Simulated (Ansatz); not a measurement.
**C₂H₆InN: small, medium and large basis sets**

Aim: see how fast density functionals converge with the basis set for C₂H₆InN.

Method: one geometry, several basis sets; program: Ansatz 0.2.0, Gaussian basis.

The runs, in order: PBE0-D4/def2-SVP; ωB97M-V/def2-SVP; PBE0-D4/def2-QZVPP; ωB97M-V/def2-QZVPP; the functionals' def2-TZVPP values are taken from earlier runs.

**1. The relaxed structure**

All runs share one geometry, relaxed beforehand with PBE0-D4 in a triple-zeta def2 set. In takes the def2 core potential; no spin-orbit term is included.

10 atoms, charge 0, spin multiplicity 1.

Atoms are counted from 1 here; the program's logs count them from 0.

Bond lengths: N1–C2 1.360 Å, N1–H5 1.002 Å, N1–H6 1.011 Å, C2–C3 1.346 Å, C2–H7 1.086 Å, C3–H8 1.083 Å, C3–H9 1.080 Å, In4–H10 1.882 Å. Angles: C2–N1–H5 120.1°, C2–N1–H6 118.8°, H5–N1–H6 118.0°, N1–C2–C3 125.9°, N1–C2–H7 114.3°, C3–C2–H7 119.7°, C2–C3–H8 121.8°, C2–C3–H9 119.3°, H8–C3–H9 118.7°.

**2. PBE0-D4 in def2-SVP**

in.yaml

```yaml
crystal:
  periodic: [false, false, false]
  atoms:
    - {symbol: N, position_ang: [-0.984458, 0.651702, -0.528806]}
    - {symbol: C, position_ang: [-0.650967, -0.572363, -0.038898]}
    - {symbol: C, position_ang: [0.166623, -0.810378, 1.003798]}
    - {symbol: In, position_ang: [2.023014, 0.116674, -1.119909]}
    - {symbol: H, position_ang: [-1.500439, 0.727352, -1.384402]}
    - {symbol: H, position_ang: [-0.465197, 1.460514, -0.215237]}
    - {symbol: H, position_ang: [-1.087591, -1.406028, -0.581653]}
    - {symbol: H, position_ang: [0.569680, -0.006937, 1.607476]}
    - {symbol: H, position_ang: [0.353054, -1.830440, 1.306674]}
    - {symbol: H, position_ang: [1.659181, 1.618803, -0.046043]}
basis:
  gaussian: {orbitals: def2-SVP}
hamiltonian: {xc: pbe0, dispersion: d4}
output: {orbitals: {seedname: orbitals}}
```

Run with:

```sh
ansatz run in.yaml --threads 4 --pin off --events-out ev --progress --plain --max-ram 10444MiB
```

After this run come: ωB97M-V in def2-SVP; PBE0-D4 in def2-QZVPP; ωB97M-V in def2-QZVPP.

**Question.** What will the summary of the whole plan be? Wanted: PBE0-D4: double and triple zeta above quadruple; ωB97M-V: double and triple zeta above quadruple.

The runs gave:

```
                                       quantity          value
PBE0-D4: double and triple zeta above quadruple  4.54, 0.24 eV
ωB97M-V: double and triple zeta above quadruple  4.78, 0.24 eV
```

What this shows: For PBE0-D4 the step from double to triple zeta gains 4.29 eV and the next only 0.24 eV. Total energies overstate the basis error of differences, where much of it tends to cancel.
